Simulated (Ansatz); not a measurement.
**C2H8B2: one species, many methods**

The task here is to estimate one member of a computed series from the others.

The runs use Ansatz 0.2.0, Gaussian basis; functionals in def2-TZVPP, the program's frozen cores in correlated methods.

Plan: LDA (SPW92), PBE-D4, revPBE-D4, BLYP-D4, r2SCAN-D4, B97M-V, PBE0-D4, B3LYP-D4, r2SCANh-D4, r2SCAN0-D4, HSE06-D4, BHLYP-D4, CAM-B3LYP-D4, LC-ωPBE, ωB97X-V, ωB97M-V, B2PLYP, PBE-QIDH; CCSD(T)/def2-SVP; CCSD(T)/def2-TZVPP; MP2/def2-QZVPP; extrapolation to the limit; RPA on PBE.

## The relaxed structure

The geometry comes from an earlier relaxation with PBE0-D4 in a triple-zeta def2 set; it is a stationary point, not always the lowest conformer.

SMILES `BC(B)C`, 12 atoms, charge 0, spin multiplicity 1.

Atoms are counted from 1 here; the program's logs count them from 0.

Bond lengths: B1–C2 1.549 Å, B1–H5 1.199 Å, B1–H6 1.197 Å, C2–B3 1.549 Å, C2–C4 1.523 Å, C2–H7 1.113 Å, B3–H8 1.197 Å, B3–H9 1.199 Å, C4–H10 1.093 Å, C4–H11 1.093 Å, C4–H12 1.092 Å. Angles: C2–B1–H5 120.5°, C2–B1–H6 120.3°, H5–B1–H6 119.1°, B1–C2–B3 106.4°, B1–C2–C4 117.9°, B1–C2–H7 98.9°, B3–C2–C4 117.9°, B3–C2–H7 98.9°, C4–C2–H7 113.6°, C2–B3–H8 120.3°, C2–B3–H9 120.5°, H8–B3–H9 119.1°, C2–C4–H10 112.0°, C2–C4–H11 112.0°, C2–C4–H12 110.2°, H10–C4–H11 107.8°, H10–C4–H12 107.3°, H11–C4–H12 107.3°.

Geometry (Å):

```mol
C2H8B2
  3D, bonds by distance, orders not assigned

 12 11  0  0  0  0  0  0  0  0999 V2000
   -1.0922    1.0300   -0.2238 B   0  0
    0.1859    0.2190    0.1052 C   0  0
   -0.0982   -0.5266    1.4330 B   0  0
    0.8450   -0.5618   -1.0238 C   0  0
   -1.6544    0.8825   -1.2725 H   0  0
   -1.5329    1.8115    0.5679 H   0  0
    0.8172    1.0452    0.5026 H   0  0
   -0.4280    0.0817    2.4093 H   0  0
    0.0067   -1.7193    1.4967 H   0  0
    1.0698    0.0733   -1.8840 H   0  0
    1.7772   -1.0343   -0.7050 H   0  0
    0.1809   -1.3563   -1.3716 H   0  0
  1  2  8  0
  2  3  8  0
  2  4  8  0
  1  5  8  0
  1  6  8  0
  2  7  8  0
  3  8  8  0
  3  9  8  0
  4 10  8  0
  4 11  8  0
  4 12  8  0
M  END
```

Set-up of the first run:

Input file in.yaml:

```yaml
crystal:
  periodic: [false, false, false]
  atoms:
    - {symbol: B, position_ang: [-1.092199, 1.029959, -0.223819]}
    - {symbol: C, position_ang: [0.185918, 0.218970, 0.105212]}
    - {symbol: B, position_ang: [-0.098194, -0.526587, 1.432972]}
    - {symbol: C, position_ang: [0.844965, -0.561839, -1.023755]}
    - {symbol: H, position_ang: [-1.654381, 0.882482, -1.272497]}
    - {symbol: H, position_ang: [-1.532879, 1.811486, 0.567939]}
    - {symbol: H, position_ang: [0.817166, 1.045231, 0.502558]}
    - {symbol: H, position_ang: [-0.427965, 0.081653, 2.409274]}
    - {symbol: H, position_ang: [0.006734, -1.719256, 1.496688]}
    - {symbol: H, position_ang: [1.069751, 0.073251, -1.883964]}
    - {symbol: H, position_ang: [1.777196, -1.034265, -0.705032]}
    - {symbol: H, position_ang: [0.180889, -1.356283, -1.371576]}
basis:
  gaussian: {orbitals: def2-TZVPP}
hamiltonian: {xc: lda}
output: {orbitals: {seedname: orbitals}}
```

Started as:

```bash
ansatz run in.yaml --threads 2 --pin off --events-out ev --progress --plain --max-ram 4352MiB
```

Steps of the session up to this table: LDA; PBE-D4 (GGA); revPBE-D4 (GGA); BLYP-D4 (GGA); r2SCAN-D4 (meta-GGA); B97M-V (meta-GGA); B3LYP-D4 (hybrid); r2SCANh-D4 (hybrid); r2SCAN0-D4 (hybrid); HSE06-D4 (hybrid); BHLYP-D4 (hybrid); CAM-B3LYP-D4 (range-separated); LC-ωPBE (range-separated); ωB97X-V (range-separated); ωB97M-V (range-separated); B2PLYP (double hybrid); PBE-QIDH (double hybrid).

One of the session's tables, all rows but one given; the rest of the session is left out.

It belongs to the step «Frontier levels by functional». 

```
  functional  HOMO (eV)  LUMO (eV)  gap (eV)
 LDA (SPW92)      -7.44      -3.09      4.35
      PBE-D4      -7.34      -2.82      4.52
   revPBE-D4      -7.30      -2.70      4.59
     BLYP-D4      -7.24      -2.67      4.57
   r2SCAN-D4      -7.59      -2.44      5.14
      B97M-V      -7.74      -2.56      5.17
     PBE0-D4      -8.63      -1.82      6.81
    B3LYP-D4          ?          ?         ?
  r2SCANh-D4      -8.07      -2.10      5.97
  r2SCAN0-D4      -8.80      -1.60      7.20
    HSE06-D4      -8.23      -2.20      6.03
    BHLYP-D4      -9.87      -0.79      9.08
CAM-B3LYP-D4     -10.05      -0.73      9.32
     LC-ωPBE     -11.41       0.48     11.89
     ωB97X-V     -11.05       0.36     11.40
     ωB97M-V     -10.93       0.08     11.01
```

**Question.** Estimate the row for B3LYP-D4.

Worked estimate for «HOMO (eV)». Against the share of exact exchange, BLYP-D4 (0, -7.24), BHLYP-D4 (0.5, -9.87) give a slope of -5.26 per unit share; at 0.2 the line stands at -8.29.

As computed: HOMO (eV): -8.44; LUMO (eV): -2.04; gap (eV): 6.39. In «HOMO (eV)» the line misses by +0.15.
